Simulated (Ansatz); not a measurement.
# W2N: the cost of one run

Program: Ansatz 0.2.0. Level of theory: DFT PBEsol, scalar-relativistic, plane waves, PAW. These are calculated values, not measurements.

### 1 The system as given

It takes space group P-3m1 (No. 164, trigonal). The conventional cell has a = 2.802 Å, b = 2.802 Å, c = 17.452 Å, α = 90.00°, β = 90.00°, γ = 120.00°. W (site symmetry 3m) has 3 N at 2.08 Å in its first shell of neighbours. W (site symmetry 3m) is surrounded by 1 N at 1.95 Å. W (site symmetry 3m) has 3 N at 2.16 Å in its first shell of neighbours. N (site symmetry -3m) has 6 W at 2.16 Å in its first shell of neighbours. Around N (site symmetry 3m) lie 4 W at 1.95 to 2.08 Å.

Coordinates:

```cif
data_structure
_symmetry_space_group_name_H-M 'P-3m1'
_symmetry_Int_Tables_number 164
_cell_length_a 2.8025
_cell_length_b 2.8025
_cell_length_c 17.4517
_cell_angle_alpha 90.000
_cell_angle_beta 90.000
_cell_angle_gamma 120.000
_cell_volume 118.70
loop_
_atom_site_label
_atom_site_type_symbol
_atom_site_symmetry_multiplicity
_atom_site_Wyckoff_symbol
_atom_site_fract_x
_atom_site_fract_y
_atom_site_fract_z
_atom_site_occupancy
W1 W 2 c 0.00000 0.00000 0.07593 1
W2 W 2 d 0.33333 0.66667 0.26252 1
W3 W 2 d 0.33333 0.66667 0.41761 1
N1 N 1 b 0.00000 0.00000 0.50000 1
N2 N 2 d 0.33333 0.66667 0.15068 1
```

It goes back to an entry of the Materials Project, which need not be the stable form.

This cell was relaxed beforehand with the same method: volume 13.19 Å³/atom, gap on the mesh none (metal).

### 2 The undisturbed cell

File input.yaml:

```yaml
crystal:
  lattice:
    - [2.8024643086, 0.0, 0.0]
    - [-1.4012321543, 2.4270052845, 0.0]
    - [0.0, 0.0, 17.4516839941]
  atoms:
    - { symbol: W, position: [0.0, 0.0, 0.0759303586] }
    - { symbol: W, position: [0.0, 0.0, 0.9240696414] }
    - { symbol: W, position: [0.3333333333, 0.6666666667, 0.2625177094] }
    - { symbol: W, position: [0.6666666667, 0.3333333333, 0.7374822906] }
    - { symbol: W, position: [0.3333333333, 0.6666666667, 0.4176067748] }
    - { symbol: W, position: [0.6666666667, 0.3333333333, 0.5823932252] }
    - { symbol: "N", position: [0.0, 0.0, 0.5] }
    - { symbol: "N", position: [0.3333333333, 0.6666666667, 0.1506839328] }
    - { symbol: "N", position: [0.6666666667, 0.3333333333, 0.8493160672] }
basis:
  ecutwfc: 420
kpoints:
  mp_grid: { grid: [18, 18, 4] }
hamiltonian:
  xc: pbesol
scf:
  occupations: { method: gaussian, width: 0.15 }
output:
  forces: true
  stress: true
  eigenvalues: true
```

Run with:

```console
> ansatz run input.yaml --threads 2 --pin off --max-ram 5120MiB --backend cpu --events-out ev --progress --plain --runs-dir out
```

What time and memory should one allow on 2 threads of AMD EPYC 9R45 (Zen 5), shared host?

About 8.1 s, with a peak of 0.94 GiB.
